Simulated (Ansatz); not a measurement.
# C2H6O2Si2: the cost of one run

Method: RKS B3LYP/def2-SVP, in Ansatz 0.2.0.

### Step 1. The structure to begin with

Bond lengths: O1–Si2 1.686 Å, Si2–Si3 2.257 Å, Si2–C4 1.736 Å, C4–C5 1.357 Å, Si2–O6 1.681 Å, C5–O6 1.319 Å, O1–H7 1.011 Å, Si3–H8 1.495 Å, Si3–H9 1.487 Å, Si3–H10 1.537 Å, C4–H11 1.118 Å, C5–H12 1.083 Å. Angles (14 of 20 angles, heavy atoms first): O1–Si2–Si3 116.0°, O1–Si2–C4 114.7°, O1–Si2–O6 111.8°, Si3–Si2–C4 118.9°, Si3–Si2–O6 114.2°, C4–Si2–O6 74.2°, Si2–C4–C5 90.6°, C4–C5–O6 100.7°, Si2–O6–C5 94.4°, Si2–O1–H7 110.9°, Si2–Si3–H8 111.2°, Si2–Si3–H9 114.4°, Si2–Si3–H10 112.1°, Si2–C4–H11 140.8°.

Structure file:

```xyz
12

O     1.8783    0.1949   -1.1028
Si    0.4343    0.0834   -0.2396
Si    0.5448   -1.0046    1.7351
C    -0.9861   -0.1010   -1.2207
C    -1.3637    1.1713   -0.9397
O    -0.3654    1.5598   -0.1701
H     1.8465    0.9616   -1.7618
H     1.0041   -2.4151    1.5503
H    -0.7205   -0.9910    2.5158
H     1.5904   -0.3878    2.6772
H    -1.5572   -0.8820   -1.7803
H    -2.2285    1.7552   -1.2294
```

### Step 2. Relaxing end A

Input file input.yaml:

```yaml
crystal:
  periodic: [false, false, false]
  atoms:
    - { symbol: O, position_ang: [1.8783, 0.1949, -1.1028] }
    - { symbol: Si, position_ang: [0.4343, 0.0834, -0.2396] }
    - { symbol: Si, position_ang: [0.5448, -1.0046, 1.7351] }
    - { symbol: C, position_ang: [-0.9861, -0.101, -1.2207] }
    - { symbol: C, position_ang: [-1.3637, 1.1713, -0.9397] }
    - { symbol: O, position_ang: [-0.3654, 1.5598, -0.1701] }
    - { symbol: H, position_ang: [1.8465, 0.9616, -1.7618] }
    - { symbol: H, position_ang: [1.0041, -2.4151, 1.5503] }
    - { symbol: H, position_ang: [-0.7205, -0.991, 2.5158] }
    - { symbol: H, position_ang: [1.5904, -0.3878, 2.6772] }
    - { symbol: H, position_ang: [-1.5572, -0.882, -1.7803] }
    - { symbol: H, position_ang: [-2.2285, 1.7552, -1.2294] }
basis:
  gaussian: { orbitals: def2-SVP }
hamiltonian:
  xc: b3lyp
relax:
  f_tol: 0.015
  max_steps: 40
output:
  orbitals: {}
```

Launch:

```console
> ansatz run input.yaml --threads 2 --pin off --max-ram 3072MiB --backend cpu --events-out ev --progress --plain --runs-dir out
```

What time and memory should one allow on 2 threads of AMD EPYC 9R14 (Zen 4), shared host?

About 22 s, with a peak of 0.31 GiB.
